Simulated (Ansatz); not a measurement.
# FGeH₃OSi: one species, many methods

The task here is to estimate one member of a computed series from the others.

Method: functionals in def2-TZVPP, the program's frozen cores in correlated methods; program: Ansatz 0.2.0, Gaussian basis.

Plan: LDA (SPW92), PBE-D4, revPBE-D4, BLYP-D4, r2SCAN-D4, B97M-V, PBE0-D4, B3LYP-D4, r2SCANh-D4, r2SCAN0-D4, HSE06-D4, BHLYP-D4, CAM-B3LYP-D4, LC-ωPBE, ωB97X-V, ωB97M-V, B2PLYP, PBE-QIDH; CCSD(T)/def2-SVP; CCSD(T)/def2-TZVPP; MP2/def2-QZVPP; extrapolation to the limit; RPA on PBE.

**The geometry**

The geometry comes from an earlier relaxation with PBE0-D4 in a triple-zeta def2 set; it is a stationary point, not always the lowest conformer.

7 atoms, charge 0, spin multiplicity 1.

Atoms are counted from 1 here; the program's logs count them from 0.

Bond lengths: F1–Si2 1.588 Å, Si2–O3 1.624 Å, Si2–Ge4 2.255 Å, Si2–H5 1.477 Å, O3–Ge4 1.913 Å, Ge4–H6 1.536 Å, Ge4–H7 1.535 Å. Angles: F1–Si2–O3 116.9°, F1–Si2–Ge4 122.3°, F1–Si2–H5 106.1°, O3–Si2–Ge4 56.3°, O3–Si2–H5 118.7°, Ge4–Si2–H5 127.9°, Si2–O3–Ge4 78.7°, Si2–Ge4–O3 44.9°, Si2–Ge4–H6 124.5°, Si2–Ge4–H7 122.9°, O3–Ge4–H6 108.6°, O3–Ge4–H7 108.2°, H6–Ge4–H7 111.1°.

The first run:

in.yaml

```yaml
crystal:
  periodic: [false, false, false]
  atoms:
    - {symbol: F, position_ang: [-2.139974, 0.934635, 0.294500]}
    - {symbol: Si, position_ang: [-0.650662, 0.837743, -0.247278]}
    - {symbol: O, position_ang: [0.523095, 0.648831, 0.859626]}
    - {symbol: Ge, position_ang: [0.584683, -1.037456, -0.042519]}
    - {symbol: H, position_ang: [-0.511123, 1.910585, -1.252565]}
    - {symbol: H, position_ang: [1.989007, -1.223980, -0.635752]}
    - {symbol: H, position_ang: [0.266274, -2.138358, 0.978289]}
basis:
  gaussian: {orbitals: def2-TZVPP}
hamiltonian: {xc: lda}
output: {orbitals: {seedname: orbitals}}
```

Command:

```
ansatz run in.yaml --threads 2 --pin off --events-out ev --progress --plain --max-ram 4352MiB
```

Steps of the session up to this table: LDA; PBE-D4 (GGA); revPBE-D4 (GGA); BLYP-D4 (GGA); r2SCAN-D4 (meta-GGA); B97M-V (meta-GGA); PBE0-D4 (hybrid); B3LYP-D4 (hybrid); r2SCANh-D4 (hybrid); r2SCAN0-D4 (hybrid); HSE06-D4 (hybrid); BHLYP-D4 (hybrid); CAM-B3LYP-D4 (range-separated); LC-ωPBE (range-separated); ωB97X-V (range-separated); ωB97M-V (range-separated); B2PLYP (double hybrid); PBE-QIDH (double hybrid).

One table of the session follows, with a row left open; its other results are not shown here.

It belongs to the step «Frontier levels by functional». 

```
  functional  HOMO (eV)  gap (eV)
 LDA (SPW92)      -6.30      4.06
      PBE-D4      -6.14      4.12
   revPBE-D4      -6.09      4.16
     BLYP-D4      -6.02      4.08
   r2SCAN-D4      -6.39      4.57
      B97M-V      -6.43      4.55
     PBE0-D4      -7.26      6.05
    B3LYP-D4      -7.08      5.62
  r2SCANh-D4      -6.80      5.28
  r2SCAN0-D4      -7.42      6.33
    HSE06-D4          ?         ?
    BHLYP-D4      -8.28      7.93
CAM-B3LYP-D4      -8.53      8.32
     LC-ωPBE      -9.78     10.73
     ωB97X-V      -9.47     10.31
     ωB97M-V      -9.31      9.95
```

**Question.** Estimate the row for HSE06-D4.

The run gave: HOMO (eV): -6.87; gap (eV): 5.29. In the column «HOMO (eV)» it lies between B3LYP-D4 (-7.08) and r2SCANh-D4 (-6.80).
